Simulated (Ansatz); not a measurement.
# GeTa: the cost of one run

Method: def2-TZVPP, core rule «outside noble gas», up to 18 orbitals frozen; program: Ansatz 0.2.0, Gaussian basis.

Plan: UHF; CCSD(T) on ROHF; CCSD(T) on UHF; CCSDT(Q) on ROHF; CCSDT(Q) on UHF.

9 further runs of the same task are left out: 7 for a known fault of the program, 2 set aside as unsound or not needed. Runs told in other sessions of the task aren't counted.

**1. What is computed**

The geometry is a PBE0/def2-TZVP stationary point (not a proven minimum) of the parent state, kept for this charge and spin. No spin-orbit coupling is included. Elements past krypton take def2 core potentials. The filled d shell of Ge may be among the frozen orbitals whatever the setting's name suggests.

2 atoms, charge 1, spin multiplicity 5.

Atoms are counted from 1 here; the program's logs count them from 0.

Bond lengths: Ta1–Ge2 2.510 Å.

**2. UHF**

Contents of in.yaml:

```yaml
crystal:
  periodic: [false, false, false]
  atoms:
    - {symbol: Ta, position_ang: [0.000000, 0.000000, 0.000000]}
    - {symbol: Ge, position_ang: [0.000000, 0.000000, 2.509800]}
basis:
  gaussian: {orbitals: def2-TZVPP}
total_charge: 1
magnetization: {spin_polarized: true, initial_magnetization: 4}
hamiltonian: {xc: hf}
output: {orbitals: {seedname: orbitals}}
```

The run is started by

```bash
> ansatz run in.yaml --threads 1 --pin off --events-out ev --progress --plain --max-ram 4096MiB --backend cpu
```

Q: Estimate wall time and peak memory on 1 thread of AMD EPYC 7R13, shared host.

About 79 s, with a peak of 0.35 GiB.
